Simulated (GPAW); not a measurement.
Crystal: HPbNO4.

```xyz
7
Lattice="4.1992 0.1112 0.1682 1.9160 3.8913 0.1257 1.7609 1.2526 6.3727" Properties=species:S:1:pos:R:3 pbc="T T T"
H     6.1559    3.5396    4.2374
Pb    3.9410    4.7367    5.7714
N     2.1622    1.5295    2.0021
O     6.1170    3.6060    5.2180
O     2.2525    1.0554    0.8130
O     2.1821    0.7481    2.9790
O     2.0545    2.7723    2.1460
```

The cell was built by a generator and needn't be a form met in nature.

Base run:

```yaml
Program: GPAW 26.7.0
Functional: AM05
Potentials_or_basis: PAW data sets generated in the run's folder for this functional
Cutoff: 800 eV
Basis: pw
k_mesh: 5 × 5 × 3
Occupations: fermi-dirac, width 0.05 eV
Spin: no spin polarisation
```

Its results: band gap on the k mesh 2.86 eV, indirect (least direct gap 2.87 eV); pressure -2.5 GPa; largest force 0.515 eV/Å.

Problem. The run is repeated on the same cell with these changes: functional from AM05 to PW91. What comes out?

Solution. Band gap on the k mesh 2.86 eV, indirect (least direct gap 2.86 eV); pressure -0.6 GPa; largest force 0.065 eV/Å.

PW91 binds less tightly than AM05, so the same cell stands under more pressure.

Caveats: spin-orbit coupling is left out, which as a rule narrows the gap of such compounds by several tenths of an eV.

A k mesh can miss the band edges.
